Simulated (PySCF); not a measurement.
# Cl3O3Os (Os(O)3(Cl)3-): the cost of one run

Program: PySCF 2.14.0. Level of theory: B3LYP, Os def2-SVP with ECP60, O def2-SVP, Cl def2-SVP; scalar-relativistic core potentials, no spin–orbit coupling. These are calculated values, not measurements.

2 further runs of the same task are left out: 2 for a known fault of the program.

**1. Where the work starts**

7 atoms, charge -1, spin multiplicity 1.

Bond lengths: Os1–O2 1.734 Å, Os1–O3 1.734 Å, Os1–O4 1.721 Å, Os1–Cl5 2.465 Å, Os1–Cl6 2.518 Å, Os1–Cl7 2.446 Å. Angles: O2–Os1–O3 148.8°, O2–Os1–O4 103.6°, O2–Os1–Cl5 81.3°, O2–Os1–Cl6 80.0°, O2–Os1–Cl7 99.5°, O3–Os1–O4 103.6°, O3–Os1–Cl5 81.3°, O3–Os1–Cl6 80.0°, O3–Os1–Cl7 99.5°, O4–Os1–Cl5 94.8°, O4–Os1–Cl6 159.7°, O4–Os1–Cl7 81.2°, Cl5–Os1–Cl6 105.5°, Cl5–Os1–Cl7 176.0°, Cl6–Os1–Cl7 78.5°.

Geometry (Å):

```xyz
7

Os    0.1879    0.0385    0.0000
O    -0.1727    0.3340    1.6702
O    -0.1727    0.3340   -1.6702
O     1.8822   -0.2618    0.0000
Cl    0.4149    2.4928    0.0000
Cl   -2.2900   -0.4092    0.0000
Cl    0.1326   -2.4066    0.0000
```

Formal oxidation states: Os +8. An earlier session relaxed this geometry at B3LYP, Os def2-SVP with ECP60, O def2-SVP, Cl def2-SVP (singlet, point group Cs).

Its energy there is -1696.512779 Eh.

**2. Multiplicity 3 at the relaxed geometry**

run.py (the lines that set the calculation) reads:

```python
mol = gto.M(atom='''
Os     0.18791     0.03849     0.00000
O     -0.17274     0.33400     1.67016
O     -0.17274     0.33400    -1.67016
O      1.88221    -0.26182     0.00000
Cl     0.41488     2.49283     0.00000
Cl    -2.29000    -0.40919     0.00000
Cl     0.13265    -2.40663     0.00000''',
    basis={'Os': 'def2-SVP', 'O': 'def2-SVP', 'Cl': 'def2-SVP'},
    ecp={'Os': 'def2-SVP'},
    charge=-1, spin=2)
mf = dft.UKS(mol, xc='B3LYP')
mf.grids.atom_grid = (50, 194)
mf = mf.density_fit()  # fitting sets: Os def2-universal-JKFIT, O def2-universal-JKFIT, Cl def2-universal-JKFIT
mf.conv_tol = 1e-08; mf.max_cycle = 55
mf.kernel(dm0)  # dm0: free metal ions and neutral atoms
```

On the command line:

```console
$ OMP_NUM_THREADS=2 python run.py
```

**Question.** How long does this run take on 2 threads of Arm Neoverse V1, shared host?

About 11 s.
